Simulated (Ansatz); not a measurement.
This script for a polarisability from point charges of AlBrClH2N, SMILES [NH2][Al]([Cl])[Br] with the Python package of Ansatz (0.2.0) holds a mistake.

The script, `albrclh2n.py`:
```python
"""Dipole of AlBrClH2N in the field of point charges."""

import ansatz
import numpy as np

geometry_ang = [
    ("N", (-0.296, 1.1342, -0.1796)),
    ("Al", (-0.0344, -0.7007, -0.0226)),
    ("Cl", (1.7422, -1.4231, 1.0119)),
    ("Br", (-1.505, -2.2363, -0.939)),
    ("H", (-0.354, 1.5643, 0.7587)),
    ("H", (0.4894, 1.5975, -0.6755)),
]
mol = ansatz.Crystal.molecule()
for symbol, xyz in geometry_ang:
    mol = mol.atom(symbol, xyz)

base = mol.calculation().basis("def2-SVPD").functional("pbe0").forces()
# charges +q and -q at -R and +R make a nearly even field 2 k q / R^2 at the centre
centre = np.mean([site.position_ang for site in mol.cartesian_sites], axis=0)
field = 2 * 14.399645 * 2.0 / 25.0 ** 2


def dipole(axis, sign):
    arm = 25.0 * np.eye(3)[axis]
    pair = [{"charge": sign * 2.0, "position_ang": (centre - arm).tolist()}, {"charge": -sign * 2.0, "position_ang": (centre + arm).tolist()}]
    deck = base.input().set(ansatz.key.basis.gaussian.point_charges, pair)
    return np.array(ansatz.Session.from_dict(deck).plan().execute().report["charge_distribution"]["dipole_moment_e_ang"])


print(f"field {field:.4f} V/A")
alpha = np.array([(dipole(axis, 1) - dipole(axis, -1)) / (2 * field) * 14.399645 for axis in range(3)])
print("polarisability tensor (A^3)")
print(np.array2string(alpha, precision=3, suppress_small=True))
print(f"mean {np.trace(alpha) / 3:.3f} A^3 = {np.trace(alpha) / 3 / 0.14818471:.2f} bohr^3")
```

Output of `python albrclh2n.py`:
```text
Traceback (most recent call last):
  File "albrclh2n.py", line 18, in <module>
    base = mol.calculation().basis("def2-SVPD").functional("pbe0").forces()
           ~~~~~~~~~~~~~~~~~~~~~~~^^^^^^^^^^^^^
  ...
ansatz.errors.InputError: .basis: cutoff (an energy: a number in eV, or e.g. 30 * az.Ry) is a number, got 'def2-SVPD'
```
(Library frames cut from the traceback.)

Find the fault and give the corrected script.

The fault: the basis name must go under gaussian=. The change:

```diff
--- before
+++ after
@@ -17,3 +17,3 @@
 
-base = mol.calculation().basis("def2-SVPD").functional("pbe0").forces()
+base = mol.calculation().basis(gaussian="def2-SVPD").functional("pbe0").forces()
 # charges +q and -q at -R and +R make a nearly even field 2 k q / R^2 at the centre
```

After the fix:

```console
$ python albrclh2n.py
field 0.0922 V/A
polarisability tensor (A^3)
[[11.099  0.464  1.63 ]
 [ 0.484 11.022  0.325]
 [ 1.612  0.311  9.248]]
mean 10.456 A^3 = 70.56 bohr^3
```

The geometry is a force-field or estimated start, not a minimum of this method, and the basis set is short of its limit. The field of two point charges is only nearly even. Timing: 33 s on 1 thread of Arm Neoverse V2, with other jobs on the host, peak memory 0.38 GiB.
